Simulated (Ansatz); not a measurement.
# CrSiS: the cost of one run

Program: Ansatz 0.2.0. Level of theory: DFT PBE, scalar-relativistic, plane waves, PAW, unless a step names another level. These are calculated values, not measurements.

1 further run of the same task is left out (set aside as unsound or not needed).

### 1 Starting point

The structure is tetragonal, space group P4/nmm (No. 129). The conventional cell has a = 3.422 Å, b = 3.422 Å, c = 7.097 Å, α = 90.00°, β = 90.00°, γ = 90.00°. Cr (site symmetry 4mm) is surrounded by 4 Si at 2.52 Å and 5 S at 2.55 to 2.60 Å. Si (site symmetry -4m2) is surrounded by 4 Si at 2.42 Å and 4 Cr at 2.52 Å. Around S (site symmetry 4mm) lie 5 Cr at 2.55 to 2.60 Å.

Structure file:

```
CELL_PARAMETERS angstrom
3.42210 0.00000 0.00000
0.00000 3.42210 0.00000
0.00000 0.00000 14.19487
ATOMIC_POSITIONS crystal
Cr 0.50000 0.00000 0.36980
Cr 0.00000 0.50000 0.13020
Si 0.00000 0.00000 0.00000
Si 0.50000 0.50000 0.00000
S 0.50000 0.00000 0.18682
S 0.00000 0.50000 0.31318
Cr 0.50000 0.00000 0.86980
Cr 0.00000 0.50000 0.63020
Si 0.00000 0.00000 0.50000
Si 0.50000 0.50000 0.50000
S 0.50000 0.00000 0.68682
S 0.00000 0.50000 0.81318
```

It came out lowest among 27 distinct ends of the trial cells. At a tolerance of 0.05 Å it has space group P4/nmm (No. 129). Site moments: 2.0 2.0 0.0 0.0 -0.1 -0.1 -2.0 -2.0 0.0 0.0 0.1 0.1 μB.

### 2 Relaxing to 0.001 eV/Å, on the response runs' mesh and smearing

File input.yaml:

```yaml
crystal:
  lattice:
    - [3.4220954458, 0.0, 0.0]
    - [0.0, 3.4220954458, 0.0]
    - [0.0, 0.0, 14.1948689797]
  atoms:
    - { symbol: Cr, position: [0.5, 0.0, 0.3697978415], spin: 2.2 }
    - { symbol: Cr, position: [0.0, 0.5, 0.1302021585], spin: 2.2 }
    - { symbol: Si, position: [0.0, 0.0, 1.0] }
    - { symbol: Si, position: [0.5, 0.5, 1.0] }
    - { symbol: S, position: [0.5, 0.0, 0.1868214546] }
    - { symbol: S, position: [1.0, 0.5, 0.3131785454] }
    - { symbol: Cr, position: [0.5, 0.0, 0.8697978415], spin: -2.2 }
    - { symbol: Cr, position: [0.0, 0.5, 0.6302021585], spin: -2.2 }
    - { symbol: Si, position: [0.0, 0.0, 0.5] }
    - { symbol: Si, position: [0.5, 0.5, 0.5] }
    - { symbol: S, position: [0.5, 0.0, 0.6868214546] }
    - { symbol: S, position: [1.0, 0.5, 0.8131785454] }
basis:
  ecutwfc: 420
kpoints:
  mp_grid: { grid: [10, 10, 3] }
hamiltonian:
  xc: pbe
scf:
  occupations: { method: gaussian, width: 0.1 }
output:
  forces: true
  stress: true
  eigenvalues: true
  populations: true
magnetization:
  spin_polarized: true
relax:
  adjacent_minimum: "off"
  f_tol: 0.001
  max_steps: 60
  cell: { stress_tol: 0.01 }
```

Run with:

```sh
> ansatz run input.yaml --threads 3 --pin off --max-ram 7680MiB --backend cpu --events-out ev --progress --plain --runs-dir out
```

What time and memory should one allow on 3 threads of Arm Neoverse V1, shared host?

About 69 s, with a peak of 0.94 GiB.
